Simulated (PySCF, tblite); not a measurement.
# CH6GeO4, a small molecule taken as a stand-in for a surface group (oxygen-backed Ge): NMR shifts, core binding energies and electronic excitations, part 1 of 2

Aim: the NMR shifts, core binding energies and electronic excitations of `C[O][Ge]([OH])([OH])[OH]`.

Computed with tblite 0.8.0 and PySCF 2.14.0; each step states its level. No surroundings beyond the atoms listed, unless a continuum is named. Atoms count from 0, parts from 1.

## (1) The system as given

12 atoms, charge 0, multiplicity 1; geometry: distance geometry start.

## (2) Relaxing the cluster with GFN2-xTB

What the job is given:

```
{"job": {"kind": "relax", "xc": "GFN2-xTB", "basis": "xTB"}, "charge": 0, "multiplicity": 1}
O     -0.850833    -0.387350     1.633203
Ge    -0.737706    -0.201150    -0.111132
O     -1.739292     1.127765    -0.772013
O     -1.424111    -1.695748    -0.821392
O      0.882180    -0.055912    -0.747125
C      1.880883     0.348897     0.117526
H     -1.585542    -0.994510     1.854833
H     -1.497603     1.934426    -0.247005
H     -1.505477    -1.515249    -1.798625
H      2.184739     1.379287    -0.116712
H      1.580760     0.319885     1.191982
H      2.788492    -0.287987    -0.107594
```

Level: GFN2-xTB geometry optimisation, gas phase.

Run with:

```bash
$ OMP_NUM_THREADS=1 python cluster_run.py task.json out
```

One launch serves the whole session: the jobs run in the order shown.

What it wrote:

```text
step      E/eV     max force
  0    -638.46092    1.990
  1    -638.66161    1.075
  2    -638.72595    0.570
  3    -638.75966    0.428
  4    -638.77675    0.396
  5    -638.78920    0.270
  6    -638.79536    0.239
  7    -638.80614    0.379
  8    -638.81458    0.382
  9    -638.81968    0.213
 10    -638.82180    0.105
 11    -638.82317    0.119
 12    -638.82427    0.123
 13    -638.82488    0.069
 14    -638.82508    0.030
 15    -638.82518    0.027
 16    -638.82531    0.043
 17    -638.82546    0.049
 18    -638.82563    0.037
 19    -638.82580    0.039
 20    -638.82600    0.047
 21    -638.82625    0.069
 22    -638.82656    0.071
 23    -638.82682    0.044
 24    -638.82697    0.027
 25    -638.82707    0.024
 26    -638.82718    0.038
 27    -638.82735    0.049
 28    -638.82757    0.049
 29    -638.82777    0.047
 30    -638.82794    0.038
 31    -638.82809    0.035
 32    -638.82829    0.047
 33    -638.82850    0.054
 34    -638.82867    0.045
 35    -638.82879    0.030
 36    -638.82893    0.033
 37    -638.82917    0.050
 38    -638.82955    0.063
 39    -638.83007    0.069
 40    -638.83069    0.111
 41    -638.83126    0.180
 42    -638.83289    0.140
 43    -638.83504    0.137
 44    -638.83702    0.140
 45    -638.83844    0.271
 46    -638.83926    0.251
 47    -638.84248    0.173
 48    -638.84443    0.079
 49    -638.84607    0.224
 50    -638.84819    0.126
 51    -638.85083    0.112
 52    -638.85174    0.097
 53    -638.85220    0.082
 54    -638.85251    0.083
 55    -638.85335    0.132
 56    -638.85415    0.115
 57    -638.85514    0.076
 58    -638.85590    0.074
 59    -638.85700    0.065
 60    -638.85802    0.073
 61    -638.85919    0.073
 62    -638.86027    0.088
 63    -638.86112    0.097
 64    -638.86177    0.066
 65    -638.86242    0.084
 66    -638.86312    0.074
 67    -638.86382    0.080
 68    -638.86463    0.087
 69    -638.86628    0.096
 70    -638.86759    0.101
 71    -638.86905    0.110
 72    -638.86964    0.132
 73    -638.87021    0.105
 74    -638.87062    0.072
 75    -638.87117    0.030
 76    -638.87139    0.028
 77    -638.87156    0.034
 78    -638.87173    0.047
 79    -638.87204    0.056
 80    -638.87247    0.064
 81    -638.87297    0.061
 82    -638.87351    0.057
 83    -638.87410    0.066
 84    -638.87465    0.062
 85    -638.87501    0.052
 86    -638.87520    0.032
 87    -638.87531    0.041
 88    -638.87544    0.039
 89    -638.87563    0.047
 90    -638.87591    0.050
 91    -638.87619    0.048
 92    -638.87654    0.050
 93    -638.87694    0.052
 94    -638.87733    0.062
 95    -638.87764    0.065
 96    -638.87790    0.068
 97    -638.87817    0.060
 98    -638.87848    0.073
 99    -638.87879    0.051
100    -638.87903    0.024
101    -638.87911    0.021
102    -638.87915    0.016
103    -638.87918    0.014
104    -638.87921    0.015
105    -638.87924    0.018
106    -638.87928    0.022
107    -638.87935    0.028
108    -638.87948    0.043
109    -638.87975    0.059
110    -638.88015    0.064
111    -638.88057    0.048
112    -638.88083    0.036
113    -638.88094    0.026
114    -638.88102    0.043
115    -638.88111    0.022
116    -638.88123    0.024
117    -638.88132    0.030
118    -638.88143    0.022
119    -638.88149    0.014
120    -638.88151    0.013
121    -638.88154    0.014
122    -638.88157    0.018
123    -638.88163    0.022
124    -638.88171    0.030
125    -638.88181    0.035
126    -638.88192    0.041
127    -638.88205    0.043
128    -638.88217    0.030
129    -638.88233    0.032
130    -638.88248    0.031
131    -638.88259    0.045
132    -638.88267    0.031
133    -638.88271    0.013
134    -638.88273    0.009
135    -638.88274    0.008
```

It took 3.3 s on 1 thread of Arm Neoverse N1, shared host.

Step by step:

| step | energy from step 0 (eV) | largest force (eV/Å) |
| --- | --- | --- |
| 0 | 0.0000 | 1.9908 |
| 5 | -0.3283 | 0.2707 |
| 10 | -0.3609 | 0.1049 |
| 15 | -0.3643 | 0.0266 |
| 20 | -0.3651 | 0.0465 |
| 25 | -0.3662 | 0.0241 |
| 30 | -0.3670 | 0.0375 |
| 35 | -0.3679 | 0.0298 |
| 40 | -0.3698 | 0.1115 |
| 45 | -0.3775 | 0.2710 |
| 50 | -0.3873 | 0.1259 |
| 55 | -0.3924 | 0.1320 |
| 60 | -0.3971 | 0.0735 |
| 65 | -0.4015 | 0.0840 |
| 70 | -0.4067 | 0.1017 |
| 75 | -0.4103 | 0.0304 |
| 80 | -0.4116 | 0.0643 |
| 85 | -0.4141 | 0.0516 |
| 90 | -0.4150 | 0.0505 |
| 95 | -0.4167 | 0.0644 |
| 100 | -0.4181 | 0.0245 |
| 105 | -0.4183 | 0.0172 |
| 110 | -0.4192 | 0.0639 |
| 115 | -0.4202 | 0.0224 |
| 120 | -0.4206 | 0.0125 |
| 125 | -0.4209 | 0.0345 |
| 130 | -0.4216 | 0.0306 |
| 135 | -0.4218 | 0.0081 |

Distances of close pairs at the start and the end, largest changes first:

| bond | before (Å) | after (Å) | change (Å) |
| --- | --- | --- | --- |
| Ge1–O2 | 1.791 | 1.721 | -0.069 |
| Ge1–O3 | 1.791 | 1.726 | -0.065 |
| O3–H8 | 0.997 | 0.956 | -0.042 |
| C5–H11 | 1.131 | 1.091 | -0.040 |
| O2–H7 | 0.992 | 0.955 | -0.037 |
| O4–C5 | 1.382 | 1.418 | +0.036 |
| O0–Ge1 | 1.758 | 1.724 | -0.034 |
| C5–H10 | 1.116 | 1.090 | -0.026 |

## (3) Relaxing the molecule at PBE0-D3(BJ)/def2-SVP

What the job is given:

```
{"job": {"xc": "PBE0", "basis": "def2-SVP", "d3": "d3bj", "grid": 2, "kind": "geom", "shake": 0.01}, "charge": 0, "multiplicity": 1}
O     -0.952401    -0.372712     1.609571
Ge    -0.831151    -0.077401    -0.092201
O     -2.026770     1.004837    -0.731871
O     -1.030706    -1.596373    -0.864829
O      0.702436     0.685137    -0.414622
C      1.952567     0.317446     0.142669
H     -1.552090    -1.058384     1.858046
H     -1.832618     1.941103    -0.568338
H     -1.244687    -1.556526    -1.779915
H      2.661389     1.087804    -0.134220
H      1.900724     0.244200     1.241010
H      2.291798    -0.646717    -0.248302
```

What it wrote:

```text
step   0  E = -2418.55629523  max force = 0.023788
step   1  E = -2418.55898260  max force = 0.012760
step   2  E = -2418.55982982  max force = 0.002766
step   3  E = -2418.55987972  max force = 0.000645
step   4  E = -2418.55989526  max force = 0.000574
step   5  E = -2418.55990380  max force = 0.000626
step   6  E = -2418.55991653  max force = 0.000523
step   7  E = -2418.55992600  max force = 0.000601
step   8  E = -2418.55993278  max force = 0.000546
step   9  E = -2418.55993713  max force = 0.000257
optimisation converged
```

It took 2.6 min on 1 thread of Arm Neoverse N1, shared host; peak memory 0.71 GiB.

The steps of the relaxation:

| step | energy from step 0 (eV) | largest force component (eV/Å) |
| --- | --- | --- |
| 0 | 0.0000 | 1.2232 |
| 1 | -0.0731 | 0.6561 |
| 2 | -0.0962 | 0.1422 |
| 3 | -0.0975 | 0.0332 |
| 4 | -0.0980 | 0.0295 |
| 5 | -0.0982 | 0.0322 |
| 6 | -0.0985 | 0.0269 |
| 7 | -0.0988 | 0.0309 |
| 8 | -0.0990 | 0.0281 |
| 9 | -0.0991 | 0.0132 |

Close pairs (by a distance rule), those that changed most:

| bond | before (Å) | after (Å) | change (Å) |
| --- | --- | --- | --- |
| Ge1–O3 | 1.716 | 1.757 | +0.042 |
| O0–Ge1 | 1.731 | 1.755 | +0.024 |
| O3–H8 | 0.941 | 0.964 | +0.023 |
| O0–H6 | 0.944 | 0.964 | +0.020 |
| Ge1–O2 | 1.735 | 1.754 | +0.019 |
| C5–H9 | 1.083 | 1.101 | +0.018 |
| Ge1–O4 | 1.743 | 1.753 | +0.011 |
| C5–H11 | 1.094 | 1.105 | +0.011 |

The next job starts from the end point, and lists it.

| at the end point | value |
| --- | --- |
| point group (found at 0.08 Å tolerance) | C1 |
| rotational constants (GHz, main isotopes) | 3.374, 2.066, 1.963 |
| dipole moment (D) | 0.61 |

## (4) Shielding tensors: PBE0/pcSseg-1

What the job is given:

```
{"job": {"kind": "nmr", "xc": "PBE0", "basis": "pcSseg-1"}, "charge": 0, "multiplicity": 1}
O     -0.890411    -0.198254     1.567722
Ge    -0.761917     0.064235    -0.162954
O     -1.929103     1.175791    -0.854868
O     -1.022249    -1.506327    -0.907459
O      0.804639     0.795784    -0.454250
C      1.976047     0.246077     0.098714
H     -1.475750    -0.936240     1.772349
H     -1.590154     2.078484    -0.867545
H     -1.333983    -1.425337    -1.816070
H      2.787786     0.980862    -0.014533
H      1.861465     0.018349     1.172531
H      2.277970    -0.680313    -0.422145
```

Method: GIAO PBE0/pcSseg-1 NMR shielding, non-relativistic, gas phase.

What it wrote:

```text
coarse grid: 48152 points
cycle   1  E = -2418.4961467153  dE =  1.132e-01  |g| = 1.570e+00  |ddm| = 3.343e+00
cycle   2  E = -2418.0984450198  dE =  3.977e-01  |g| = 2.196e+00  |ddm| = 2.075e+00
cycle   3  E = -2418.8276675960  dE = -7.292e-01  |g| = 1.114e-01  |ddm| = 1.369e+00
cycle   4  E = -2418.8298107272  dE = -2.143e-03  |g| = 3.277e-02  |ddm| = 8.771e-02
cycle   5  E = -2418.8299390779  dE = -1.284e-04  |g| = 1.482e-02  |ddm| = 2.308e-02
cycle   6  E = -2418.8299754918  dE = -3.641e-05  |g| = 2.964e-03  |ddm| = 9.721e-03
cycle   7  E = -2418.8299768374  dE = -1.346e-06  |g| = 7.326e-04  |ddm| = 2.003e-03
final grid: 101312 points
cycle   8  E = -2418.8299888326  dE =  4.234e-08  |g| = 9.640e-04  |ddm| = 1.187e-03
cycle   9  E = -2418.8299886541  dE =  1.785e-07  |g| = 1.382e-03  |ddm| = 1.453e-03
cycle  10  E = -2418.8299890033  dE = -3.492e-07  |g| = 1.758e-04  |ddm| = 8.759e-04
cycle  11  E = -2418.8299890086  dE = -5.279e-09  |g| = 1.075e-05  |ddm| = 1.018e-04
cycle  12  E = -2418.8299890086  dE = -2.183e-11  |g| = 4.357e-06  |ddm| = 1.025e-05
converged SCF energy = -2418.8299890086

GIAO shielding tensors (ppm)
atom      isotropic    diamagn.    paramagn.     s11        s22        s33       span
  0 O      298.622     392.849     -94.227    266.084    303.344    326.439     60.356
  1 Ge    1340.440    2758.542   -1418.102   1316.333   1332.224   1372.763     56.431
  2 O      290.385     394.136    -103.751    268.058    277.057    326.039     57.980
  3 O      294.240     393.576     -99.335    265.540    288.367    328.814     63.274
  4 O      301.803     403.222    -101.419    245.143    297.688    362.579    117.437
  5 C      130.240     242.839    -112.599    102.243    103.978    184.498     82.255
  6 H       30.013      30.920      -0.906     20.727     24.873     44.441     23.713
  7 H       29.853      32.294      -2.441     20.490     25.004     44.065     23.574
  8 H       30.008      31.232      -1.223     20.864     24.356     44.805     23.941
  9 H       27.583      27.825      -0.242     23.126     24.810     34.812     11.685
 10 H       27.229      29.167      -1.938     21.922     25.672     34.092     12.170
 11 H       27.488      28.978      -1.490     22.785     24.941     34.737     11.952
```

Run time: 35 s. Hardware: 1 thread of Arm Neoverse N1, shared host; peak memory 0.86 GiB.

Shifts follow as δ = σ(reference) − σ, with reference shieldings (ppm) from runs at the same level and on the same kind of geometry: ¹H TMS 31.27, ¹³C TMS 184.4, ¹⁷O H2O 334.6, ⁷³Ge GeMe4 1330. The references are single molecules in the gas phase, so shifts against H2O, NH3, PH3, H3PO4 or CFCl3 are not on the usual liquid scales and can be off by tens of ppm.

| atoms | environment | σ (ppm) | δ (ppm) |
| --- | --- | --- | --- |
| C5 | carbon bonded to O, 3 H | 130.2 | 54.2 |
| H10 | hydrogen on a carbon bonded to O | 27.23 | 4.04 |
| H11 | hydrogen on a carbon bonded to O | 27.49 | 3.78 |
| H9 | hydrogen on a carbon bonded to O | 27.58 | 3.68 |
| H7 | hydrogen on an oxygen bonded to Ge | 29.85 | 1.41 |
| H8 | hydrogen on an oxygen bonded to Ge | 30.01 | 1.26 |
| H6 | hydrogen on an oxygen bonded to Ge | 30.01 | 1.25 |
| O2 | oxygen bonded to Ge, H | 290.4 | 44.2 |
| O3 | oxygen bonded to Ge, H | 294.2 | 40.3 |
| O0 | oxygen bonded to Ge, H | 298.6 | 35.9 |
| O4 | oxygen bonded to C, Ge | 301.8 | 32.8 |
| Ge1 | germanium bonded to 4 O | 1340 | -10 |

Charges from the same density, by scheme (e):

| atoms | Mulliken | IAO | Hirshfeld | ESP fit |
| --- | --- | --- | --- | --- |
| O0 | -0.63 | -0.76 | -0.32 | -0.70 |
| Ge1 | 1.54 | 1.58 | 0.63 | 1.19 |
| O2 | -0.63 | -0.76 | -0.33 | -0.75 |
| O3 | -0.63 | -0.76 | -0.33 | -0.72 |
| O4 | -0.72 | -0.62 | -0.25 | -0.54 |
| C5 | -0.02 | -0.19 | -0.04 | 0.07 |

Mayer bond orders: O0–Ge1 0.92, Ge1–O2 0.93, Ge1–O3 0.91, Ge1–O4 0.85, O4–C5 0.90.

The fields below are evaluated on a grid from the run's orbitals.

Frontier orbitals at PBE0/pcSseg-1, with the share of their density that lies nearest to each atom:

| orbital | energy (eV) | lies on |
| --- | --- | --- |
| HOMO | -8.25 | O4 64 %; H11 14 %; H10 8 % |
| LUMO | -0.04 | Ge1 16 %; H6, H7, H8 about 12 % each; O0, O2, O3 about 11 % each |

ELF in a plane through or near 5 of the atoms.

Values, 10 rows by 14 columns:
```
0.00 0.00 0.00 0.00 0.00 0.00 0.00 0.00 0.00 0.00 0.00 0.00 0.00 0.00
0.00 0.00 0.00 0.00 0.00 0.00 0.00 0.00 0.00 0.00 0.00 0.00 0.00 0.00
0.00 0.00 0.00 0.00 0.00 0.00 0.00 0.02 0.09 0.04 0.00 0.00 0.00 0.00
0.00 0.00 0.00 0.04 0.59 0.28 0.04 0.33 0.19 0.05 0.00 0.00 0.00 0.00
0.00 0.00 0.01 0.14 0.93 0.80 0.05 0.17 0.17 0.19 0.01 0.00 0.00 0.00
0.00 0.00 0.55 0.90 0.27 0.57 0.74 0.16 0.65 0.22 0.20 0.06 0.00 0.00
0.00 0.00 0.92 1.00 0.67 0.52 0.78 0.35 0.43 0.65 0.89 0.49 0.00 0.00
0.00 0.00 0.02 0.42 0.01 0.21 0.54 0.06 0.29 0.63 0.53 0.21 0.00 0.00
0.00 0.00 0.00 0.00 0.00 0.00 0.00 0.00 0.01 0.03 0.01 0.00 0.00 0.00
0.00 0.00 0.00 0.00 0.00 0.00 0.00 0.00 0.00 0.00 0.00 0.00 0.00 0.00
```
The map spans 10.7 Å across and 9.2 Å up, centred on the molecule. Atoms in the plane (x, y in Å): Ge1 (0.8, 0.0), O2 (2.0, -1.3), O4 (-0.7, -0.9), C5 (-1.9, -0.1), H9 (-2.8, -0.8).

On the surface of density 0.002 e/bohr³ the electrostatic potential runs, from the 1st to the 99th percentile, from -1.37 V near O0 to 2.29 V near H8.

(Continued in part 2 of 2.)
